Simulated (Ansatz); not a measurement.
This script drives the Ansatz DFT code, driven from Python.

Script `freq_ch3bgeo2.py`:
```python
import itertools

import ansatz as az
from ase.data import atomic_numbers, covalent_radii
import numpy as np


def main() -> None:
    system = (
        az.Crystal.molecule()
        .atom("O", [-1.6719, 1.7541, 0.2454])
        .atom("C", [-0.7976, 1.3989, 0.9189])
        .atom("B", [0.1938, 0.3797, 0.3208])
        .atom("O", [1.2457, -0.7007, 0.5182])
        .atom("Ge", [0.4981, -1.1881, -1.0416])
        .atom("H", [-0.6798, 1.7757, 1.9355])
        .atom("H", [1.6148, -1.0275, -2.1097])
        .atom("H", [-0.311, -2.4492, -0.8433])
    )

    base = (
        system.calculation()
        .basis(gaussian="def2-SVP")
        .functional("pbe0")
    )
    symbols = [site.symbol for site in system.cartesian_sites]
    start = np.array([site.position_ang for site in system.cartesian_sites], dtype=float)
    def progress(event):
        if event["event"] == "relax_step":
            row = event["data"]
            print(f"step {row['step']:3d}  E = {row['lagrangian_ev']:.6f} eV  largest force component {row['allowed_force_max_ev_ang']:.4f} eV/A")


    report = base.relax(force_tolerance=0.003).session().plan().execute(on_event=progress).report
    end = np.array(report["positions_ang"])

    radius = [covalent_radii[atomic_numbers[s]] for s in symbols]
    span = lambda where, i, j: np.linalg.norm(where[i] - where[j])
    bonded = [(i, j) for i, j in itertools.combinations(range(len(symbols)), 2) if min(span(start, i, j), span(end, i, j)) < 1.2 * (radius[i] + radius[j])]
    print("pair        before    after (A)")
    for i, j in bonded:
        print(f"{symbols[i]}{i}-{symbols[j]}{j}".ljust(10), f"{span(start, i, j):8.4f} {span(end, i, j):8.4f}")
    for first, second in list(itertools.combinations(bonded, 2)):
        shared = set(first) & set(second)
        if shared and symbols[(j := shared.pop())] != "H":
            i, k = sorted((set(first) | set(second)) - {j})
            u, v = end[i] - end[j], end[k] - end[j]
            angle = np.degrees(np.arccos(np.clip(u @ v / np.linalg.norm(u) / np.linalg.norm(v), -1, 1)))
            print(f"final angle {symbols[i]}{i}-{symbols[j]}{j}-{symbols[k]}{k}: {angle:.2f} deg")

    minimum = az.Crystal.molecule()
    for symbol, place in zip(symbols, end):
        minimum = minimum.atom(symbol, place.tolist())
    vibrating = (
        minimum.calculation()
        .basis(gaussian="def2-SVP")
        .functional("pbe0")
        .phonons(temperatures=(100, 500, 100))
    )
    vib = vibrating.run().report["vibrations"]
    sums = vib["harmonic_sums"]
    modes = [m["omega_inv_cm"] for m in sums["modes_at_gamma"] if m["rigid_motion"] == "no"]
    print("frequencies (1/cm):", " ".join(f"{w:.0f}" for w in modes))
    print("imaginary modes:", sum(w < 0 for w in modes), " zero-point energy:", round(sums["zero_point_energy_ev"], 4), "eV")
    print("T (K)   F_vib (eV)   S_vib (meV/K)   C_vib (meV/K)")
    for row in zip(sums["temperatures_k"], sums["vibrational_free_energy_ev"], vib["entropy_ev_per_k"], vib["heat_capacity_ev_per_k"]):
        print(f"{row[0]:6.1f} {row[1]:11.4f} {1000 * row[2]:13.4f} {1000 * row[3]:15.4f}")

    heavier = vibrating.phonons(masses={"H": 2.014102}).run().report["vibrations"]["harmonic_sums"]
    print("deuterated (1/cm):", " ".join(f"{m['omega_inv_cm']:.0f}" for m in heavier["modes_at_gamma"] if m["rigid_motion"] == "no"))
    print("zero-point energy falls by", round(sums["zero_point_energy_ev"] - heavier["zero_point_energy_ev"], 4), "eV")


if __name__ == "__main__":
    main()
```

It is started by `python freq_ch3bgeo2.py`. Estimate its wall time and peak memory on 1 thread of Arm Neoverse V1, with other jobs on the host.

It took about 8.3 min, with a peak of 0.31 GiB, for 3 runs of the engine.

```console
$ python freq_ch3bgeo2.py
step   1  E = -62347.095216 eV  largest force component 6.3732 eV/A
step   2  E = -62347.920275 eV  largest force component 2.8019 eV/A
step   3  E = -62348.286274 eV  largest force component 3.0034 eV/A
step   4  E = -62348.492070 eV  largest force component 1.1435 eV/A
step   5  E = -62348.605676 eV  largest force component 0.4220 eV/A
step   6  E = -62348.623905 eV  largest force component 0.2018 eV/A
step   7  E = -62348.629972 eV  largest force component 0.0377 eV/A
step   8  E = -62348.631006 eV  largest force component 0.0503 eV/A
step   9  E = -62348.630822 eV  largest force component 0.1056 eV/A
step  10  E = -62348.631844 eV  largest force component 0.0462 eV/A
step  11  E = -62348.632000 eV  largest force component 0.0775 eV/A
step  12  E = -62348.632440 eV  largest force component 0.0241 eV/A
step  13  E = -62348.632451 eV  largest force component 0.0091 eV/A
step  14  E = -62348.632456 eV  largest force component 0.0048 eV/A
step  15  E = -62348.632458 eV  largest force component 0.0042 eV/A
step  16  E = -62348.632460 eV  largest force component 0.0068 eV/A
step  17  E = -62348.632463 eV  largest force component 0.0119 eV/A
step  18  E = -62348.632466 eV  largest force component 0.0276 eV/A
step  19  E = -62348.632476 eV  largest force component 0.0177 eV/A
step  20  E = -62348.632485 eV  largest force component 0.0127 eV/A
step  21  E = -62348.632494 eV  largest force component 0.0155 eV/A
step  22  E = -62348.632499 eV  largest force component 0.0163 eV/A
step  23  E = -62348.632508 eV  largest force component 0.0186 eV/A
step  24  E = -62348.632507 eV  largest force component 0.0262 eV/A
step  25  E = -62348.632516 eV  largest force component 0.0145 eV/A
step  26  E = -62348.632528 eV  largest force component 0.0126 eV/A
step  27  E = -62348.632532 eV  largest force component 0.0098 eV/A
step  28  E = -62348.632535 eV  largest force component 0.0095 eV/A
step  29  E = -62348.632539 eV  largest force component 0.0076 eV/A
step  30  E = -62348.632540 eV  largest force component 0.0062 eV/A
step  31  E = -62348.632541 eV  largest force component 0.0043 eV/A
step  32  E = -62348.632542 eV  largest force component 0.0029 eV/A
pair        before    after (A)
O0-C1        1.1594   1.2055
C1-B2        1.5425   1.6018
C1-H5        1.0906   1.1252
B2-O3        1.5208   1.2928
B2-Ge4       2.0992   2.0072
O3-Ge4       1.7971   2.0310
Ge4-H6       1.5536   1.5394
Ge4-H7       1.5114   1.5394
final angle O0-C1-B2: 123.38 deg
final angle O0-C1-H5: 120.44 deg
final angle B2-C1-H5: 116.18 deg
final angle C1-B2-O3: 136.27 deg
final angle C1-B2-Ge4: 151.40 deg
final angle O3-B2-Ge4: 72.33 deg
final angle B2-O3-Ge4: 70.33 deg
final angle B2-Ge4-O3: 37.34 deg
final angle B2-Ge4-H6: 120.36 deg
final angle B2-Ge4-H7: 120.34 deg
final angle O3-Ge4-H6: 103.20 deg
final angle O3-Ge4-H7: 103.22 deg
final angle H6-Ge4-H7: 109.02 deg
frequencies (1/cm): 18 109 226 334 458 472 505 562 615 886 923 1019 1382 1592 1835 2147 2164 2871
imaginary modes: 0  zero-point energy: 1.123 eV
T (K)   F_vib (eV)   S_vib (meV/K)   C_vib (meV/K)
 100.0      1.1077        0.2816          0.2267
 200.0      1.0682        0.5095          0.4575
 300.0      1.0059        0.7330          0.6489
 400.0      0.9221        0.9404          0.7943
 500.0      0.8184        1.1306          0.9101
deuterated (1/cm): 16 108 182 314 398 409 438 454 516 634 799 959 1091 1526 1544 1587 1822 2119
zero-point energy falls by 0.1984 eV
```

Total energies depend on the basis set; only differences at equal settings carry meaning. The frequencies are harmonic and unscaled, in a modest basis. The result belongs to the one conformer reached from this start, and soft torsions count as harmonic oscillators.
